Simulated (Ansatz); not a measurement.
Crystal: LuSb.

```
CELL_PARAMETERS angstrom
0.00000 3.03933 3.03933
3.03933 0.00000 3.03933
3.03933 3.03933 0.00000
ATOMIC_POSITIONS crystal
Lu 0.00000 0.00000 0.00000
Sb 0.50000 0.50000 0.50000
```

The cell is a database's computed one.

```yaml
Program: Ansatz 0.2.0
Task: relaxation of cell and atoms
Functional: RPBE
Dispersion: D4
Potentials_or_basis: Ansatz PAW
Cutoff: "420 eV (not typed: the program's choice for these potentials)"
k_mesh: 8 × 8 × 8
Occupations: fermi-dirac, width 0.05 eV
Spin: no spin polarisation
```

At the start: volume 28.08 Å³/atom.

Task: Where does the relaxation end?

Result: It ends after 4 steps and the volume is 27.41 Å³/atom (-2.4 %); space group Fm-3m (No. 225, to 0.05 Å).

The path:
```tsv
step	energy change (eV)	largest force (eV/Å)	volume (Å³)
1	0.0000	0.0000	56.15
2	-0.0032	0.0000	53.75
3	-0.0071	0.0000	54.82
4	-0.0067	0.0000	54.82
```

Final structure:
```cif
data_structure
_symmetry_space_group_name_H-M 'P 1'
_symmetry_Int_Tables_number 1
_cell_length_a 4.2640
_cell_length_b 4.2640
_cell_length_c 4.2640
_cell_angle_alpha 60.000
_cell_angle_beta 60.000
_cell_angle_gamma 60.000
_cell_volume 54.82
loop_
_atom_site_label
_atom_site_type_symbol
_atom_site_fract_x
_atom_site_fract_y
_atom_site_fract_z
_atom_site_occupancy
Lu1 Lu 0.00000 0.00000 0.00000 1
Sb1 Sb 0.50000 0.50000 0.50000 1
```

Caveat: the plane-wave basis is chosen anew once the cell has moved, so the energies of steps on either side of that aren't comparable; the PAW data sets come from PBE, with cores solved anew for the run's functional, which leaves a small shift of forces and pressure.
